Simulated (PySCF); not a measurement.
Molecule: C2NFH4, in a box.

```
C N F H
1.0
    12.00000    0.00000    0.00000
     0.00000   13.00000    0.00000
     0.00000    0.00000   11.00000
C N F H
2 1 1 4
Direct
  0.46072 0.56775 0.49929
  0.52223 0.47838 0.55072
  0.49514 0.38672 0.56635
  0.62510 0.50638 0.58486
  0.37707 0.54587 0.47112
  0.45555 0.62892 0.56713
  0.50615 0.59854 0.42132
  0.41595 0.37431 0.53741
```

Base run:

```yaml
Program: PySCF 2.14.0
Functional: M06-L
Dispersion: D3
Potentials_or_basis: def2-svp (all-electron)
k_mesh: 1 × 1 × 1
Occupations: fixed
Spin: no spin polarisation
```

Its results: gap between the frontier levels 6.52 eV.

Problem. The run is repeated on the same cell with these changes: functional from M06-L to N12. What comes out?

Solution. Gap between the frontier levels 5.90 eV.

Caveats: this is a molecule in a periodic box at the Γ point, so its band gap is the HOMO-LUMO gap; the basis of atomic orbitals isn't converged, which shifts pressures, moduli and gaps.

